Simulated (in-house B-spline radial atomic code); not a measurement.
# S⁴⁺: ionisation energy by several methods

The task here is to estimate one member of a computed series from the others.

The numbers are computed with in-house B-spline radial atomic code version 1 (non-relativistic, several functionals, spin-polarised, exact exchange averaged over the configuration; spherical all-electron atom at the radial basis limit), except any that are marked as measured or tabulated.

### The atom as given

| Item | Value |
| --- | --- |
| element | sulfur (Z = 16) |
| charge | +4 |
| electrons | 12 |
| configuration | [Ne] 3s2 |
| nucleus | point |

The outer shells:

[Ne] 3s2
```
[Ne] core
3s [↑↓]
```

Where spins are not typed, each open shell is filled with up spins first.

The first run:

Input settings:

```ini
Z = 16
electrons = 12.0
configuration = [Ne] 3s2
hamiltonian = nr
method = b3lyp
spin_polarised = True
exact_exchange = averaged over the configuration
```

Run with:

```console
python run_scf.py task.json out
```

The settings of every run stand in task.json; they run in order.

Among the steps run: B3LYP; BHandHLYP; PBE0; r2SCAN0; B97-1; ωB97X.

One table of the session follows, with a row left open; its other results are not shown here.

| method | ΔSCF (eV) |
| --- | --- |
| B3LYP | 72.500 |
| BHandHLYP | 72.168 |
| PBE0 | 72.161 |
| r2SCAN0 | ? |
| B97-1 | 72.481 |
| ωB97X | 71.796 |

Q: Estimate the row for r2SCAN0 from the others.

The run gave: ΔSCF (eV): 71.627. In the column «ΔSCF (eV)» it is the lowest.

Caveats from the session: These runs lack relativity altogether, which can outweigh the gaps between the methods, so the nearest may be so by luck.
